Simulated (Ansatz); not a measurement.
# Cl₃HOZr: one species, many methods

The task here is to estimate one member of a computed series from the others.

Computed with Ansatz 0.2.0, Gaussian basis. Level: functionals in def2-TZVPP, the program's frozen cores in correlated methods.

The runs, in order: LDA (SPW92), PBE-D4, revPBE-D4, BLYP-D4, r2SCAN-D4, B97M-V, PBE0-D4, B3LYP-D4, r2SCANh-D4, r2SCAN0-D4, HSE06-D4, BHLYP-D4, CAM-B3LYP-D4, LC-ωPBE, ωB97X-V, ωB97M-V, B2PLYP, PBE-QIDH; CCSD(T)/def2-SVP; CCSD(T)/def2-TZVPP; MP2/def2-QZVPP; extrapolation to the limit; RPA on PBE.

1 further run of the same task is left out (for a known fault of the program). Runs told in other sessions of the task aren't counted.

### Structure used throughout

An earlier PBE0-D4 in a triple-zeta def2 set relaxation fixed the geometry. Zr takes the def2 core potential; no spin-orbit term is included.

SMILES `[OH][Zr]([Cl])([Cl])[Cl]`, 6 atoms, charge 0, spin multiplicity 1.

Atoms are counted from 1 here; the program's logs count them from 0.

Bond lengths: O1–Zr2 1.878 Å, O1–H6 0.954 Å, Zr2–Cl3 2.336 Å, Zr2–Cl4 2.336 Å, Zr2–Cl5 2.336 Å. Angles: Zr2–O1–H6 179.3°, O1–Zr2–Cl3 109.2°, O1–Zr2–Cl4 109.2°, O1–Zr2–Cl5 109.2°, Cl3–Zr2–Cl4 109.8°, Cl3–Zr2–Cl5 109.8°, Cl4–Zr2–Cl5 109.8°.

Set-up of the first run:

The input, in.yaml:

```yaml
crystal:
  periodic: [false, false, false]
  atoms:
    - {symbol: O, position_ang: [-0.512580, 0.298608, 1.339557]}
    - {symbol: Zr, position_ang: [0.148133, -0.092340, -0.374834]}
    - {symbol: Cl, position_ang: [2.028539, -1.464189, -0.177495]}
    - {symbol: Cl, position_ang: [-1.507032, -1.193056, -1.601970]}
    - {symbol: Cl, position_ang: [0.732194, 1.900645, -1.444522]}
    - {symbol: H, position_ang: [-0.847154, 0.486431, 2.213162]}
basis:
  gaussian: {orbitals: def2-TZVPP}
hamiltonian: {xc: lda}
output: {orbitals: {seedname: orbitals}}
```

Started as:

```
$ ansatz run in.yaml --threads 4 --pin off --events-out ev --progress --plain --max-ram 10444MiB
```

Among the steps run: LDA; PBE-D4 (GGA); revPBE-D4 (GGA); BLYP-D4 (GGA); r2SCAN-D4 (meta-GGA); B97M-V (meta-GGA); B3LYP-D4 (hybrid); r2SCANh-D4 (hybrid); r2SCAN0-D4 (hybrid); HSE06-D4 (hybrid); BHLYP-D4 (hybrid); CAM-B3LYP-D4 (range-separated); LC-ωPBE (range-separated); ωB97X-V (range-separated); ωB97M-V (range-separated); B2PLYP (double hybrid); PBE-QIDH (double hybrid).

One of the session's tables, all rows but one given; the rest of the session is left out.

It belongs to the step «Orbital energies across the functionals». 

```
  functional  HOMO (eV)  LUMO (eV)  gap (eV)
 LDA (SPW92)      -8.07      -2.96      5.12
      PBE-D4      -7.92      -2.73      5.18
   revPBE-D4      -7.86      -2.65      5.21
     BLYP-D4      -7.74      -2.59      5.15
   r2SCAN-D4      -8.30      -2.61      5.70
      B97M-V      -8.37      -2.54      5.83
     PBE0-D4      -9.30      -1.94      7.36
    B3LYP-D4      -9.01      -2.14      6.87
  r2SCANh-D4      -8.81      -2.31      6.50
  r2SCAN0-D4          ?          ?         ?
    HSE06-D4      -8.90      -2.32      6.58
    BHLYP-D4     -10.53      -0.96      9.57
CAM-B3LYP-D4     -10.63      -0.84      9.79
     LC-ωPBE     -12.07       0.28     12.35
     ωB97X-V     -11.68       0.21     11.89
     ωB97M-V     -11.50       0.16     11.66
```

Q: Estimate the row for r2SCAN0-D4 from the others.

Worked estimate for «HOMO (eV)». Against the share of exact exchange, r2SCAN-D4 (0, -8.30), r2SCANh-D4 (0.1, -8.81) give a slope of -5.10 per unit share; at 0.25 the line stands at -9.57.

As computed: HOMO (eV): -9.56; LUMO (eV): -1.85; gap (eV): 7.71. In «HOMO (eV)» the line misses by -0.01.
